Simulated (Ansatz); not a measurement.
ZnHgO2:

```xyz
4
Lattice="4.0092 0.0000 0.0000 0.0000 4.0092 0.0000 0.0000 0.0000 3.3046" Properties=species:S:1:pos:R:3 pbc="T T T"
Zn    0.0000    0.0000    0.0000
Hg    2.0046    2.0046    1.6523
O     2.0046    0.0000    0.0000
O     0.0000    2.0046    0.0000
```

The cell was built by a generator and needn't be a form met in nature.

```yaml
Program: Ansatz 0.2.0
Task: relaxation of cell and atoms
Functional: RPBE
Dispersion: D3(BJ)
Potentials_or_basis: Ansatz PAW
Cutoff: "420 eV (not typed: the program's choice for these potentials)"
k_mesh: 5 × 5 × 6
Occupations: fermi-dirac, width 0.05 eV
Spin: no spin polarisation
```

At the start: volume 13.28 Å³/atom.

**Question.** Where does the relaxation end?

**Answer.** It ends after 8 steps and the volume is 11.68 Å³/atom (-12.0 %); space group P4/mmm (No. 123, to 0.05 Å).

Step by step:
| step | energy change (eV) | largest force (eV/Å) | volume (Å³) |
| --- | --- | --- | --- |
| 1 | 0.0000 | 0.0000 | 53.12 |
| 2 | -0.2740 | 0.0000 | 49.11 |
| 3 | -0.3273 | 0.0000 | 46.11 |
| 4 | -0.3305 | 0.0000 | 46.95 |
| 5 | -0.3309 | 0.0000 | 46.86 |
| 6 | -0.3202 | 0.0000 | 46.86 |
| 7 | -0.3208 | 0.0000 | 46.73 |
| 8 | -0.3204 | 0.0000 | 46.73 |

Final structure:
```
CELL_PARAMETERS angstrom
3.93291 0.00000 0.00000
0.00000 3.93291 0.00000
0.00000 0.00000 3.02096
ATOMIC_POSITIONS crystal
Zn 0.00000 0.00000 0.00000
Hg 0.50000 0.50000 0.50000
O 0.50000 0.00000 0.00000
O 0.00000 0.50000 0.00000
```

Caveat: the plane-wave basis is chosen anew once the cell has moved, so the energies of steps on either side of that aren't comparable; the pressure holds a Pulay correction of +0.6 GPa for the finite cutoff; pairwise dispersion overbinds metals, which lowers pressure and volume; the PAW data sets come from PBE, with cores solved anew for the run's functional, which leaves a small shift of forces and pressure.
